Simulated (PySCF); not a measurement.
**[DyF3(NH3)]+: other functionals and bases at one geometry**

Aim: see how levels, charges and forces of [DyF3(NH3)]+ depend on the level of theory. The structure is generated, not taken from experiment.

Method: several levels, as the steps say, no spin–orbit coupling; program: PySCF 2.14.0.

1 further run of the same task is left out (for a known fault of the program).

### Step 1. The system as given

8 atoms, charge 1, spin multiplicity 1.

Bond lengths: Dy1–F2 1.915 Å, Dy1–F3 1.915 Å, Dy1–F4 1.915 Å, Dy1–N5 2.357 Å, N5–H6 1.029 Å, N5–H7 1.029 Å, N5–H8 1.029 Å. Angles: F2–Dy1–F3 114.2°, F2–Dy1–F4 114.2°, F2–Dy1–N5 104.2°, F3–Dy1–F4 114.2°, F3–Dy1–N5 104.2°, F4–Dy1–N5 104.2°, Dy1–N5–H6 113.4°, Dy1–N5–H7 113.4°, Dy1–N5–H8 113.4°, H6–N5–H7 105.3°, H6–N5–H8 105.3°, H7–N5–H8 105.3°.

Coordinates:

```xyz
8
charge 1, multiplicity 1
Dy    0.0496   -0.0496    0.0496
F     1.0792    1.1941    1.0792
F    -1.1941   -1.0792    1.0792
F     1.0792   -1.0792   -1.1941
N    -1.3115    1.3115   -1.3115
H    -1.9332    1.9332   -0.7765
H    -0.7765    1.9332   -1.9332
H    -1.9332    0.7765   -1.9332
```

Formal oxidation states: Dy +4. Each metal's 8 4f electrons lie in its core potential, so multiplicities, spins and levels count the valence alone. An earlier session relaxed this geometry at PBE0, Dy lcecp-2-SVP with ECP54, F def2-SVP, N def2-SVP, H def2-SVP (singlet, point group C3v).

At PBE0 on the finer grid: E = -399.499956 Eh, frontier levels not given, since the 4f levels lie in the core, Mulliken charge on Dy1 +1.64 e, largest force component 0.015 eV/Å. 

Levels to run: r2SCAN; BLYP. Hardware: 2 threads of Intel Xeon at 2.50GHz (Skylake/Cascade Lake), shared host.

### Step 2. r2SCAN

Contents of run.py (the lines that set the calculation):

```python
mol = gto.M(atom='''
Dy     0.04963    -0.04963     0.04963
F      1.07917     1.19411     1.07917
F     -1.19411    -1.07917     1.07917
F      1.07917    -1.07917    -1.19411
N     -1.31147     1.31147    -1.31147
H     -1.93323     1.93323    -0.77648
H     -0.77648     1.93323    -1.93323
H     -1.93323     0.77648    -1.93323''',
    basis={'Dy': 'lcecp-2-SVP', 'F': 'def2-SVP', 'N': 'def2-SVP', 'H': 'def2-SVP'},
    ecp={'Dy': 'lcecp-2-SVP'},
    charge=1, spin=0)
mf = dft.RKS(mol, xc='R2SCAN')
mf.grids.atom_grid = (75, 302)  # f atoms: unpruned, at least (60, 302)
mf = mf.density_fit()  # fitting sets: Dy AutoAux, F def2-universal-JKFIT, N def2-universal-JKFIT, H def2-universal-JKFIT
mf.conv_tol = 1e-08; mf.max_cycle = 55
mf.kernel(dm0)  # dm0: the density of the relaxed state
```

Run with:

```bash
$ OMP_NUM_THREADS=2 python run.py
```

### Step 3. BLYP

run.py (the lines that set the calculation), as its differences from that of step 2:

```diff
@@ -12,3 +12,3 @@
     charge=1, spin=0)
-mf = dft.RKS(mol, xc='R2SCAN')
+mf = dft.RKS(mol, xc='BLYP')
 mf.grids.atom_grid = (75, 302)  # f atoms: unpruned, at least (60, 302)
```

What does the calculation give? Wanted: for each run, charge on Dy1; dipole; largest force.

As calculated:

| level | state | charge on Dy1 (e) | dipole (D) | largest force (eV/Å) | basis functions | time |
| --- | --- | --- | --- | --- | --- | --- |
| PBE0 (relaxed here) | singlet | 1.64 | 7.82 | 0.01 | 101 | 34 s |
| r2SCAN | singlet | 1.59 | 7.72 | 0.17 | 101 | 52 s |
| BLYP | singlet | 1.38 | 7.57 | 0.49 | 101 | 42 s |

Times are on 2 threads of Intel Xeon at 2.50GHz (Skylake/Cascade Lake), shared host; the first row also made further properties. The dipole of a charged species depends on the origin, so these sizes hold for this origin alone.

The largest leftover force, 0.49 eV/Å with BLYP, stands at a geometry relaxed at another level. The Mulliken charge on Dy spans +1.38 to +1.64 e over the levels. With 4f in the core, its levels are missing from HOMO and gap. Total energies of different levels can't be compared. Spin–orbit coupling is left out throughout.
